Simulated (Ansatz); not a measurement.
# Li6ZnCl8: the cost of one run

Method: DFT PBE, scalar-relativistic, plane waves, PAW, in Ansatz 0.2.0.

## (1) The starting structure

The cell holds 15 atoms (Cl8Li6Zn): a = 6.791 Å, b = 6.935 Å, c = 6.909 Å, α = 88.88°, β = 84.89°, γ = 90.74°.

1 Zn, 8 Cl, 6 Li were thrown into a skewed cell at random, at 1.00 times a reference volume of the solid, and pushed apart as soft spheres.

Coordinates:

```
Zn Cl Li
1.0
     6.78429   -0.04576    0.30577
    -0.04576    6.93401    0.06891
     0.30577    0.06891    6.90222
Zn Cl Li
1 8 6
Direct
  0.08210 0.58305 0.97909
  0.11334 0.10445 0.28177
  0.82536 0.45188 0.77508
  0.87353 0.86036 0.77136
  0.10280 0.69046 0.36117
  0.38270 0.88455 0.71335
  0.64859 0.04852 0.23390
  0.54822 0.58408 0.39396
  0.40691 0.51910 0.02927
  0.26748 0.07993 0.94932
  0.17894 0.16510 0.59963
  0.85426 0.31506 0.44691
  0.74056 0.34872 0.08527
  0.39620 0.45806 0.70663
  0.39510 0.86750 0.36132
```

## (2) Dynamics at 1600 K

The cutoff is lowered while the worst contacts of the packing are taken out. One k point, a Fermi-Dirac width of 0.138 eV and a fixed cell.

File input.yaml:

```yaml
crystal:
  lattice:
    - [6.784291, -0.045759, 0.305774]
    - [-0.045759, 6.934014, 0.068913]
    - [0.305774, 0.068913, 6.902223]
  atoms:
    - { symbol: Zn, position: [0.0820951156, 0.5830469952, 0.9790939625] }
    - { symbol: Cl, position: [0.1133351939, 0.1044479016, 0.2817663656] }
    - { symbol: Cl, position: [0.8253573947, 0.451882089, 0.7750784599] }
    - { symbol: Cl, position: [0.8735329115, 0.8603631918, 0.7713620557] }
    - { symbol: Cl, position: [0.1028048747, 0.6904585833, 0.3611720764] }
    - { symbol: Cl, position: [0.3827003062, 0.8845531116, 0.7133470118] }
    - { symbol: Cl, position: [0.648586482, 0.0485221299, 0.2338953651] }
    - { symbol: Cl, position: [0.548222097, 0.5840764152, 0.3939584469] }
    - { symbol: Cl, position: [0.406908019, 0.519095284, 0.0292693878] }
    - { symbol: Li, position: [0.2674768912, 0.0799333621, 0.9493213215] }
    - { symbol: Li, position: [0.1789448337, 0.1651034759, 0.5996343936] }
    - { symbol: Li, position: [0.8542589635, 0.3150574366, 0.4469080746] }
    - { symbol: Li, position: [0.7405586736, 0.3487215096, 0.0852740012] }
    - { symbol: Li, position: [0.3962020227, 0.4580554109, 0.7066256289] }
    - { symbol: Li, position: [0.3951042539, 0.867499786, 0.3613234454] }
  symmetry: { detect: false }
basis:
  ecutwfc: 320
  xc_grid: 1
kpoints:
  mp_grid: { grid: [1, 1, 1], shift: [0.0, 0.0, 0.0] }
hamiltonian:
  xc: pbe
scf:
  occupations: { method: fermi_dirac, width: 0.1379 }
  lower_state_search: "off"
  convergence: { dr2_threshold: 1.0e-05 }
output:
  forces: true
  stress: true
md:
  timestep: 1.5
  n_steps: 24
  ensemble: nvt_langevin
  friction: 0.03
  temperature: 1600.0
  initial_velocities: maxwell_boltzmann
  seed: 42203
```

Run with:

```console
ansatz run input.yaml --threads 2 --pin off --max-ram 5120MiB --backend cpu --events-out ev --progress --plain --runs-dir out
```

**Question.** How long does this run take on 2 threads of Arm Neoverse V1, shared host, and how much memory does it need?

About 13 s, with a peak of 0.35 GiB.
